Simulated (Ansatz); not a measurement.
Working through a short molecular-dynamics run of CH₄AlBrS, SMILES [CH3][Al]([SH])[Br]

Computed with the Python package of Ansatz (0.2.0).

Notebook, run cell by cell (the value of a cell's last expression is shown):

```python
import ansatz as az
import numpy as np
```

```python
BASIS = 'def2-SVP'
XC = 'PBE0'
N_STEPS = 20
TEMPERATURE_K = 200
```

```python
ch4albrs = (
    az.Crystal.molecule()
    .atom('C', [-0.0919, 1.257, -0.1495])
    .atom('Al', [-0.389, -0.67, -0.0036])
    .atom('S', [0.782, -1.8349, 1.5096])
    .atom('Br', [-1.8485, -1.7787, -1.4232])
    .atom('H', [-0.8035, 1.6866, -0.9756])
    .atom('H', [-0.3951, 1.8, 0.8034])
    .atom('H', [0.9427, 1.5246, -0.4146])
    .atom('H', [1.8955, -2.0418, 0.5978])
)

setup = (
    ch4albrs.calculation()
    .basis(gaussian=BASIS)
    .functional(XC)
    .md('nve', timestep=0.5, steps=N_STEPS, temperature=TEMPERATURE_K, initial_velocities='maxwell_boltzmann', seed=20)
)
frames = []
setup.session().plan().execute(on_event=lambda e: frames.append(e['data']) if e['event'] == 'md_step' else None)
print('t (fs)   E_pot (eV)      E_kin (eV)   T (K)   d(0-1) (A)')
for f in frames[::2]:
    xyz = np.array(f['positions_ang'])
    print(f'{f["time_fs"]:6.2f} {f["lagrangian_ev"]:14.5f} {f["e_kin_ev"]:10.5f} {f["temperature_k"]:8.1f} {np.linalg.norm(xyz[0] - xyz[1]):9.4f}')
kept = np.array([f['conserved_ev'] for f in frames])
print(f'conserved energy moves by at most {1000 * np.ptp(kept):.3f} meV')
```

    t (fs)   E_pot (eV)      E_kin (eV)   T (K)   d(0-1) (A)
      0.00   -88552.80411    0.15511    200.0    1.9552
      1.00   -88552.83996    0.19053    245.7    1.9469
      2.00   -88552.89951    0.24922    321.3    1.9395
      3.00   -88552.93166    0.28057    361.8    1.9332
      4.00   -88552.89553    0.24469    315.5    1.9277
      5.00   -88552.81485    0.16544    213.3    1.9227
      6.00   -88552.77498    0.12624    162.8    1.9178
      7.00   -88552.81479    0.16497    212.7    1.9131
      8.00   -88552.87596    0.22521    290.4    1.9089
      9.00   -88552.89850    0.24783    319.6    1.9057
     10.00   -88552.87756    0.22742    293.2    1.9039
    conserved energy moves by at most 2.411 meV

What to keep in mind:
- Total energies depend on the basis set; only differences at equal settings carry meaning.
- The trajectory is only some femtoseconds long, so its temperature is not equilibrated; where the script doesn't relax first, it starts from a rough generated geometry.
- The temperature counts the internal degrees of freedom alone.
- Run time: 95 s on 1 thread of Arm Neoverse V2 (shared host), peak memory 0.3 GiB.

(Lines on the test bed's own set-up are left out of the output.)
